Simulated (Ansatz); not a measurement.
**LuAs: structure and electronic properties**

The task here is to estimate one member of a computed series from the others.

Program: Ansatz 0.2.0. Level of theory: DFT r2SCAN, scalar-relativistic, plane waves, PAW. These are calculated values, not measurements.

### The system as given

It takes space group Fm-3m (No. 225, cubic). Conventional cell: a = 5.676 Å, b = 5.676 Å, c = 5.676 Å, α = 90.00°, β = 90.00°, γ = 90.00°. Lu (site symmetry m-3m) has 6 As at 2.84 Å as nearest neighbours. As (site symmetry m-3m) is surrounded by 6 Lu at 2.84 Å.

As a file:

```
CELL_PARAMETERS angstrom
0.00000 2.83819 2.83819
2.83819 0.00000 2.83819
2.83819 2.83819 0.00000
ATOMIC_POSITIONS crystal
Lu 0.50000 0.50000 0.50000
As 0.00000 0.00000 0.00000
```

The structure comes from the Materials Project (structure only).

The first run:

(A quick probe on a coarse mesh, which set the mesh and smearing, is not shown.)

Input file input.yaml:

```yaml
crystal:
  lattice:
    - [0.0, 2.838190747, 2.838190747]
    - [2.838190747, 0.0, 2.838190747]
    - [2.838190747, 2.838190747, 0.0]
  atoms:
    - { symbol: Lu, position: [0.5, 0.5, 0.5] }
    - { symbol: As, position: [0.0, 0.0, 0.0] }
basis:
  ecutwfc: 500
kpoints:
  mp_grid: { grid: [12, 12, 12] }
hamiltonian:
  xc: r2scan
scf:
  occupations: { method: gaussian, width: 0.1 }
output:
  forces: true
  stress: true
  eigenvalues: true
  write_density: true
  write_potential: true
  elf: true
  volumetric_format: npy
relax:
  adjacent_minimum: "off"
  f_tol: 0.005
  max_steps: 80
  cell: { stress_tol: 0.05 }
```

Started as:

```
$ ansatz run input.yaml --threads 1 --pin off --max-ram 2560MiB --backend cpu --events-out ev --progress --plain --runs-dir out
```

Steps of the session up to this table: The relaxation; Static run: bands, density of states and charges; Volume × 0.97; The cell scaled to 1.03 of its volume; Volume × 0.94; The cell scaled to 1.06 of its volume.

One of the session's tables, all rows but one given; the rest of the session is left out.

It belongs to the step «Equation of state». 

```
volume (Å³/atom)  energy above the lowest point (meV/atom)  pressure (GPa)
          21.491                                      24.2            5.91
          22.177                                         ?               ?
          22.863                                       0.0            0.01
          23.548                                       5.1           -2.37
          24.234                                      19.7           -4.45
```

Estimate the missing values for volume (Å³/atom) = 22.177.

Worked estimate for «energy above the lowest point (meV/atom)». A straight line through the neighbours (21.491, 24.2) and (22.863, 0.0) gives 24.2 + (0.0 − 24.2) × (22.177 − 21.491) / (22.863 − 21.491) = 12.1; a parabola fitted to 3 rows on both sides gives 6.4.

As computed: energy above the lowest point (meV/atom): 5.8; pressure (GPa): 2.75. In «energy above the lowest point (meV/atom)» the line misses by +6.3 and the parabola by +0.6.
